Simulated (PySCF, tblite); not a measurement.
**C₅H₁₃NOSi₂: geometry, infrared bands and NMR shifts**

What infrared bands and NMR shifts should C₅H₁₃NOSi₂ (`C[SiH](C)/C=C\C(=O)N[SiH3]`) show?

Computed with tblite 0.8.0 and PySCF 2.14.0, with density-fitted response routines of our own, on a single molecule in the gas phase. Atoms count from 0, in the outputs and in this text.

### Step 1. Starting geometry

22 atoms, charge 0, multiplicity 1; geometry from: force field or distance geometry start.

Bonds of the start (Å): C0–Si1 1.85, Si1–C2 1.87, Si1–C3 1.84, C3–C4 1.34, C4–C5 1.49, C5–O6 1.22, C5–N7 1.38, N7–Si8 1.73, C0–H9 1.09, C0–H10 1.09, C0–H11 1.11, Si1–H12 1.47, C2–H13 1.09, C2–H14 1.10, C2–H15 1.09, C3–H16 1.08, C4–H17 1.09, N7–H18 1.00, Si8–H19 1.49, Si8–H20 1.47, Si8–H21 1.48.

### Step 2. Relaxing the molecule with GFN2-xTB

The job: settings as JSON, then the geometry in Å.

```
{"job": {"kind": "relax", "xc": "GFN2-xTB", "basis": "xTB"}, "charge": 0, "multiplicity": 1}
C     -2.503700     1.155700    -0.366000
Si    -2.067500    -0.587300    -0.788900
C     -1.984600    -1.687000     0.721300
C     -0.547800    -0.702100    -1.822600
C      0.727700    -0.380900    -1.550400
C      1.277700     0.202000    -0.298800
O      0.587000     0.449900     0.674300
N      2.636500     0.420500    -0.378300
Si     3.529900     1.083200     0.950000
H     -2.587000     1.769200    -1.265400
H     -1.778300     1.621400     0.294000
H     -3.486000     1.197500     0.142000
H     -3.157400    -1.117200    -1.629400
H     -1.228300    -1.352400     1.426700
H     -2.958700    -1.677600     1.242400
H     -1.766700    -2.715600     0.452400
H     -0.773000    -1.120600    -2.788900
H      1.452500    -0.553900    -2.348900
H      3.170200     0.204400    -1.198500
H      3.054300     2.458800     1.250300
H      4.927700     1.174200     0.492400
H      3.465100     0.177100     2.115100
```

On the command line:

```console
> OMP_NUM_THREADS=1 python probes_run.py task.json out
```

This one command runs all jobs of the session in turn.

**Question.** This job is followed by: GFN2-xTB harmonic vibrations, gas phase; GIAO PBE0/pcSseg-1 NMR shielding, non-relativistic, gas phase. What will the session give for the following? strongest single infrared mode (GFN2-xTB); zero-point energy (GFN2-xTB); 13C shifts against TMS (PBE0/pcSseg-1, means over atoms taken as alike); 1H shifts against TMS (PBE0/pcSseg-1, means over atoms taken as alike); 29Si shifts against TMS (PBE0/pcSseg-1); 17O shifts against H2O (PBE0/pcSseg-1); 15N shifts against NH3 (PBE0/pcSseg-1).

As calculated:

| quantity | value |
| --- | --- |
| strongest single infrared mode (GFN2-xTB) | 1438 cm⁻¹, 589 km/mol |
| zero-point energy (GFN2-xTB) | 103.2 kcal/mol |
| 13C shifts against TMS (PBE0/pcSseg-1, means over atoms taken as alike) | 177.3, 171.6, 136.7, -2.4 ppm |
| 1H shifts against TMS (PBE0/pcSseg-1, means over atoms taken as alike) | 7.73, 6.63, 4.78, 4.63, 4.61, 0.40 ppm |
| 29Si shifts against TMS (PBE0/pcSseg-1) | -39.9, -72.5 ppm |
| 17O shifts against H2O (PBE0/pcSseg-1) | 397.6 ppm |
| 15N shifts against NH3 (PBE0/pcSseg-1) | 119.6 ppm |

**Reading.** The optimisation took 71 steps and gained 0.374 eV; among the close pairs (by a distance rule), Si1–C3 changed most, from 1.842 to 1.905 Å. No mode is imaginary among the 60: a minimum at this level. The strongest single mode, at 1438 cm⁻¹, moves mainly C5 and N7. Unscaled tight-binding wavenumbers are off by several per cent, some by more. Its intensities can rank the bands wrongly. The most deshielded carbon is C5 (amide carbonyl carbon), at 177.3 ppm: it is a carbonyl in resonance with an O or N lone pair, the region of acids, esters and amides. H16 (hydrogen on a β carbon of a C=C–C=O unit) lies farthest downfield among hydrogen, at 7.73 ppm; attached to an sp2 carbon and in the plane of the double bond. At PBE0/pcSseg-1: The largest span, 620 ppm, is at O6, where the paramagnetic term is -473 ppm.
